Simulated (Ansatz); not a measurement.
# H₉NSi₂Sn: one species, many methods

One table from this session's results is given with a row withheld; the runs are named, their logs left out.

Program: Ansatz 0.2.0, Gaussian basis. Level of theory: functionals in def2-TZVPP, the program's frozen cores in correlated methods. These are calculated values, not measurements.

Plan: PBE-D4, r2SCAN-D4, PBE0-D4, B3LYP-D4, ωB97X-V, ωB97M-V, B2PLYP; CCSD(T)/def2-TZVPP; MP2/def2-QZVPP; extrapolation to the limit.

**Structure used throughout**

All runs share one geometry, relaxed beforehand with PBE0-D4 in a triple-zeta def2 set. Sn takes the def2 core potential; no spin-orbit term is included.

13 atoms, charge 0, spin multiplicity 1.

Atoms are counted from 1 here; the program's logs count them from 0.

Bond lengths: Si1–N2 1.710 Å, Si1–H5 1.493 Å, Si1–H6 1.491 Å, Si1–H7 1.490 Å, N2–Sn3 2.033 Å, N2–H8 1.010 Å, Sn3–Si4 2.561 Å, Sn3–H9 1.715 Å, Sn3–H10 1.713 Å, Si4–H11 1.485 Å, Si4–H12 1.485 Å, Si4–H13 1.488 Å. Angles: N2–Si1–H5 114.2°, N2–Si1–H6 112.5°, N2–Si1–H7 106.8°, H5–Si1–H6 106.7°, H5–Si1–H7 107.7°, H6–Si1–H7 108.8°, Si1–N2–Sn3 127.6°, Si1–N2–H8 117.6°, Sn3–N2–H8 114.5°, N2–Sn3–Si4 107.7°, N2–Sn3–H9 108.4°, N2–Sn3–H10 106.1°, Si4–Sn3–H9 112.9°, Si4–Sn3–H10 113.5°, H9–Sn3–H10 107.9°, Sn3–Si4–H11 110.2°, Sn3–Si4–H12 110.7°, Sn3–Si4–H13 108.1° and more.

The first run:

File in.yaml:

```yaml
crystal:
  periodic: [false, false, false]
  atoms:
    - {symbol: Si, position_ang: [-1.793894, 0.857645, 0.648539]}
    - {symbol: N, position_ang: [-0.172721, 0.994564, 1.176247]}
    - {symbol: Sn, position_ang: [1.428462, -0.094902, 0.558527]}
    - {symbol: Si, position_ang: [0.796168, -1.228472, -1.649516]}
    - {symbol: H, position_ang: [-2.712120, 0.232358, 1.645614]}
    - {symbol: H, position_ang: [-2.389230, 2.175831, 0.286680]}
    - {symbol: H, position_ang: [-1.779987, -0.010876, -0.562283]}
    - {symbol: H, position_ang: [0.014138, 1.606157, 1.957619]}
    - {symbol: H, position_ang: [1.829224, -1.215383, 1.794096]}
    - {symbol: H, position_ang: [2.726540, 1.012419, 0.410457]}
    - {symbol: H, position_ang: [0.294372, -0.221625, -2.618492]}
    - {symbol: H, position_ang: [-0.237268, -2.270826, -1.427182]}
    - {symbol: H, position_ang: [2.016916, -1.871690, -2.205505]}
basis:
  gaussian: {orbitals: def2-TZVPP}
hamiltonian: {xc: pbe, dispersion: d4}
output: {forces: true, orbitals: {seedname: orbitals}}
```

The run is started by

```
$ ansatz run in.yaml --threads 4 --pin off --events-out ev --progress --plain --max-ram 10444MiB
```

Steps of the session up to this table: PBE-D4 (GGA); r2SCAN-D4 (meta-GGA); PBE0-D4 (hybrid); B3LYP-D4 (hybrid); ωB97X-V (range-separated); ωB97M-V (range-separated); B2PLYP (double hybrid); CCSD(T) in def2-TZVPP; MP2 in def2-QZVPP.

One table of the session follows, with a row left open; its other results are not shown here.

```
            method  atomisation energy (kcal/mol)
            PBE-D4                          873.2
         r2SCAN-D4                          877.8
           PBE0-D4                          869.1
          B3LYP-D4                              ?
           ωB97X-V                          894.2
           ωB97M-V                          884.6
            B2PLYP                          868.7
     HF/def2-TZVPP                          640.9
    MP2/def2-TZVPP                          851.5
   CCSD/def2-TZVPP                          853.9
CCSD(T)/def2-TZVPP                          863.4
           MP2/CBS                          877.8
       CCSD(T)/CBS                          889.7
```

**Question.** Estimate the row for B3LYP-D4.

The run gave: atomisation energy (kcal/mol): 883.6. In the column «atomisation energy (kcal/mol)» it lies between MP2/CBS (877.8) and ωB97M-V (884.6).
